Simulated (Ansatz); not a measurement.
**CHGe (quartet): RPA-PBE over vertical spin and charge gaps, cc-pVDZ**

Aim: run CHGe (quartet) with these functionals over vertical spin and charge gaps, and hold them against the top wave-function level at the same points.

Method: cc-pVDZ, all electrons in the functionals, frozen cores in the correlation of double hybrids and RPA; program: Ansatz 0.2.0, Gaussian basis.

The runs, in order: RPA-PBE, at charge 0, quartet; charge 0, doublet; charge 0, sextet; charge 1, triplet; charge 1, quintet.

5 further runs of the same task are left out: 5 set aside as unsound or not needed.

### Step 1. The system

The geometry is a PBE0/def2-TZVP stationary point (not a proven minimum). No spin-orbit coupling is included. The filled d shell of Ge may be among the frozen orbitals whatever the setting's name suggests; the logs give the count.

3 atoms, charge 0, spin multiplicity 4.

Atoms are counted from 1 here; the program's logs count them from 0.

Bond lengths: Ge1–C2 1.947 Å, Ge1–H3 1.603 Å. Angles: C2–Ge1–H3 96.1°.

No dispersion term is added.

The geometry shown and the zero of energy belong to the point charge 0, quartet. The yardstick, UCCSDTQ, and other wave-function levels (R restricted, U unrestricted, valence and pair active spaces) come from earlier runs.

### Step 2. RPA-PBE, charge 0, quartet

in.yaml reads:

```yaml
crystal:
  periodic: [false, false, false]
  atoms:
    - {symbol: Ge, position_ang: [0.000000, -0.030607, 0.269863]}
    - {symbol: C, position_ang: [0.000000, 0.054648, -1.674902]}
    - {symbol: H, position_ang: [0.000000, 1.554553, 0.509831]}
basis:
  gaussian: {orbitals: cc-pVDZ}
magnetization: {spin_polarized: true, initial_magnetization: 3}
hamiltonian: {xc: {name: PBE}}
correlation: {method: rpa, electrons: outside_noble_gas}
```

Launch:

```sh
$ ansatz run in.yaml --threads 1 --pin off --events-out ev --progress --plain --max-ram 4096MiB --backend cpu
```

After this run come: RPA-PBE, charge 0, doublet; RPA-PBE, charge 0, sextet; RPA-PBE, charge 1, triplet; RPA-PBE, charge 1, quintet.

Q: Predict the results of all the runs planned. Wanted: quartet to doublet, UCCSDTQ; quartet to sextet, UCCSDTQ; ionisation to the triplet cation, UCCSDTQ; ionisation to the quintet cation, UCCSDTQ; largest miss, RPA-PBE.

**Answer**, as computed:

```
                                 quantity                             value
              quartet to doublet, UCCSDTQ                      -14.1 kJ/mol
               quartet to sextet, UCCSDTQ                      262.8 kJ/mol
ionisation to the triplet cation, UCCSDTQ                      800.7 kJ/mol
ionisation to the quintet cation, UCCSDTQ                      937.9 kJ/mol
                    largest miss, RPA-PBE  +24.6 kJ/mol (quartet to sextet)
```

**Reading.** RPA-PBE strays by up to 24.6 kJ/mol, at quartet to sextet. Functionals and the yardstick converge differently with the basis, so part of each miss in cc-pVDZ is the basis.
